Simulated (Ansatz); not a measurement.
# CH3AlF2O: one species, many methods

The task here is to estimate one member of a computed series from the others.

Computed with Ansatz 0.2.0, Gaussian basis. Level: functionals in def2-TZVPP, the program's frozen cores in correlated methods.

The runs, in order: LDA (SPW92), PBE-D4, revPBE-D4, BLYP-D4, r2SCAN-D4, B97M-V, PBE0-D4, B3LYP-D4, r2SCANh-D4, r2SCAN0-D4, HSE06-D4, BHLYP-D4, CAM-B3LYP-D4, LC-ωPBE, ωB97X-V, ωB97M-V, B2PLYP, PBE-QIDH; CCSD(T)/def2-SVP; CCSD(T)/def2-TZVPP; MP2/def2-QZVPP; extrapolation to the limit; RPA on PBE.

### The geometry

An earlier PBE0-D4 in a triple-zeta def2 set relaxation fixed the geometry.

SMILES `O[C](F)(F)[AlH2]`, 8 atoms, charge 0, spin multiplicity 1.

Atoms are counted from 1 here; the program's logs count them from 0.

Bond lengths: O1–C2 1.360 Å, O1–H6 0.969 Å, C2–F3 1.376 Å, C2–F4 1.377 Å, C2–Al5 2.021 Å, Al5–H7 1.579 Å, Al5–H8 1.579 Å. Angles: C2–O1–H6 109.4°, O1–C2–F3 109.2°, O1–C2–F4 109.2°, O1–C2–Al5 108.1°, F3–C2–F4 103.6°, F3–C2–Al5 113.3°, F4–C2–Al5 113.3°, C2–Al5–H7 117.9°, C2–Al5–H8 117.9°, H7–Al5–H8 124.3°.

Geometry (Å):

```
O    -0.2963    1.1975    0.8481
C     0.4372    0.1478    0.3901
F     0.7503   -0.6810    1.4435
F     1.6637    0.6035   -0.0376
Al   -0.6233   -0.7728   -1.0628
H     0.1954    1.6539    1.5479
H    -0.4323   -0.2698   -2.5472
H    -1.6026   -1.9361   -0.6377
```

Set-up of the first run:

Input file in.yaml:

```yaml
crystal:
  periodic: [false, false, false]
  atoms:
    - {symbol: O, position_ang: [-0.296307, 1.197512, 0.848137]}
    - {symbol: C, position_ang: [0.437224, 0.147772, 0.390062]}
    - {symbol: F, position_ang: [0.750332, -0.681011, 1.443520]}
    - {symbol: F, position_ang: [1.663715, 0.603458, -0.037644]}
    - {symbol: Al, position_ang: [-0.623252, -0.772807, -1.062785]}
    - {symbol: H, position_ang: [0.195380, 1.653864, 1.547917]}
    - {symbol: H, position_ang: [-0.432295, -0.269785, -2.547225]}
    - {symbol: H, position_ang: [-1.602596, -1.936102, -0.637683]}
basis:
  gaussian: {orbitals: def2-TZVPP}
hamiltonian: {xc: lda}
output: {orbitals: {seedname: orbitals}}
```

Launch:

```bash
ansatz run in.yaml --threads 2 --pin off --events-out ev --progress --plain --max-ram 4352MiB
```

Among the steps run: LDA; PBE-D4 (GGA); revPBE-D4 (GGA); BLYP-D4 (GGA); r2SCAN-D4 (meta-GGA); B97M-V (meta-GGA); B3LYP-D4 (hybrid); r2SCANh-D4 (hybrid); r2SCAN0-D4 (hybrid); HSE06-D4 (hybrid); BHLYP-D4 (hybrid); CAM-B3LYP-D4 (range-separated); LC-ωPBE (range-separated); ωB97X-V (range-separated); ωB97M-V (range-separated); B2PLYP (double hybrid); PBE-QIDH (double hybrid).

One of the session's tables, all rows but one given; the rest of the session is left out.

It belongs to the step «Frontier levels by functional». 

```
  functional  HOMO (eV)  LUMO (eV)  gap (eV)
 LDA (SPW92)      -7.17      -2.92      4.24
      PBE-D4          ?          ?         ?
   revPBE-D4      -6.95      -2.52      4.42
     BLYP-D4      -6.96      -2.58      4.38
   r2SCAN-D4      -7.33      -2.33      5.00
      B97M-V      -7.46      -2.61      4.85
     PBE0-D4      -8.47      -1.87      6.60
    B3LYP-D4      -8.29      -2.13      6.16
  r2SCANh-D4      -7.87      -2.07      5.80
  r2SCAN0-D4      -8.69      -1.69      7.00
    HSE06-D4      -8.07      -2.24      5.82
    BHLYP-D4      -9.92      -1.15      8.77
CAM-B3LYP-D4      -9.94      -0.98      8.96
     LC-ωPBE     -11.23       0.20     11.43
     ωB97X-V     -10.89       0.05     10.94
     ωB97M-V     -10.75      -0.26     10.49
```

Q: Estimate the row for PBE-D4 from the others.

The run gave: HOMO (eV): -7.02; LUMO (eV): -2.65; gap (eV): 4.36. In the column «HOMO (eV)» it lies between LDA (SPW92) (-7.17) and BLYP-D4 (-6.96).
